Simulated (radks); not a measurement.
# Polarisabilities and dispersion coefficients of K, Ca⁺, Sc²⁺ and others

Aim: static dipole polarisabilities and C6 coefficients, each species in its NIST ground configuration. After each ground state the linear response is solved; its values go to the run's result record, not to the log. Response by self-consistent Sternheimer equations with the Hartree and adiabatic exchange-only LDA kernel.

Program: radks (a radial shooting solver on a logarithmic mesh, Libxc functionals) version 1. Level of theory: non-relativistic Kohn-Sham, exchange-only LDA, spin-polarised, spherical densities, point nucleus; open shells are filled with parallel spins first. These are calculated values, not measurements, unless marked.

**1. Starting point**

```
species : K ([Ar] 4s1), Ca⁺ ([Ar] 4s1), Sc²⁺ ([Ar] 3d1), Ti³⁺ ([Ar] 3d1), V⁴⁺ ([Ar] 3d1), Cr⁵⁺ ([Ar] 3d1), Mn⁶⁺ ([Ar] 3d1), Fe⁷⁺ ([Ar] 3d1), Co⁸⁺ ([Ar] 3d1)
```

**2. K, [Ar] 4s1**

Input:

```text
Z 19
configuration [Ar] 4s1
relativity non-relativistic
functional lda,
spin polarised
nucleus point
response adiabatic LDA kernel
```

**3. Ca⁺, [Ar] 4s1**

Settings, as their differences from step 2:

```diff
@@ -1,2 +1,2 @@
-Z 19
+Z 20
 configuration [Ar] 4s1
```

**4. Sc²⁺, [Ar] 3d1**

Input:

```text
Z 21
configuration [Ar] 3d1
relativity non-relativistic
functional lda,
spin polarised
nucleus point
response adiabatic LDA kernel
```

**5. Ti³⁺, [Ar] 3d1**

Settings, as their differences from step 4:

```diff
@@ -1,2 +1,2 @@
-Z 21
+Z 22
 configuration [Ar] 3d1
```

**6. V⁴⁺, [Ar] 3d1**

Settings, as their differences from step 5:

```diff
@@ -1,2 +1,2 @@
-Z 22
+Z 23
 configuration [Ar] 3d1
```

**7. Cr⁵⁺, [Ar] 3d1**

Settings, as their differences from step 6:

```diff
@@ -1,2 +1,2 @@
-Z 23
+Z 24
 configuration [Ar] 3d1
```

**8. Mn⁶⁺, [Ar] 3d1**

Settings, as their differences from step 7:

```diff
@@ -1,2 +1,2 @@
-Z 24
+Z 25
 configuration [Ar] 3d1
```

**9. Fe⁷⁺, [Ar] 3d1**

Settings, as their differences from step 8:

```diff
@@ -1,2 +1,2 @@
-Z 25
+Z 26
 configuration [Ar] 3d1
```

**10. Co⁸⁺, [Ar] 3d1**

Settings, as their differences from step 9:

```diff
@@ -1,2 +1,2 @@
-Z 26
+Z 27
 configuration [Ar] 3d1
```

**Question.** What will these runs give? Wanted: for each run, species; −ε(HOMO); α; α uncoupled; C6; C8; recommended α.

**Answer**, as computed:

```
species  −ε(HOMO) (eV)  α (bohr³)  α uncoupled (bohr³)  C6 (hartree bohr⁶)  C8 (hartree bohr⁸)  recommended α (bohr³)
      K          2.190      297.4                361.8                4021              592327                  289.7
    Ca⁺          8.866      73.57                93.82               519.6               36565                      -
   Sc²⁺         17.326      5.535                7.133               16.08                   -                      -
   Ti³⁺         34.070      2.386                3.407               6.211                   -                      -
    V⁴⁺         54.597      1.468                2.173               3.203                   -                      -
   Cr⁵⁺         78.592      1.017                1.529               1.862                   -                      -
   Mn⁶⁺         105.91     0.7477                1.134               1.163                   -                      -
   Fe⁷⁺         136.47     0.5711               0.8705              0.7637                   -                      -
   Co⁸⁺         170.23     0.4484               0.6853              0.5208                   -                      -
```

Uncoupled leaves out the potential induced by the response; C6 and C8 are for like pairs. K is the most polarisable and Co⁸⁺ the least, a factor 663 apart. For the pair K–Co⁸⁺ the Casimir-Polder integral gives C6 = 14.34, the rule 2·Ca·Cb/(Ca·αb/αa + Cb·αa/αb) on the like-pair values 11.92. Against the recommended values (Schwerdtfeger and Nagle, 2023 table) the misses are K +3 %. C8 is given only where no p, d or f shell is open. For heavy and open-shell atoms this level can miss by tens of per cent.
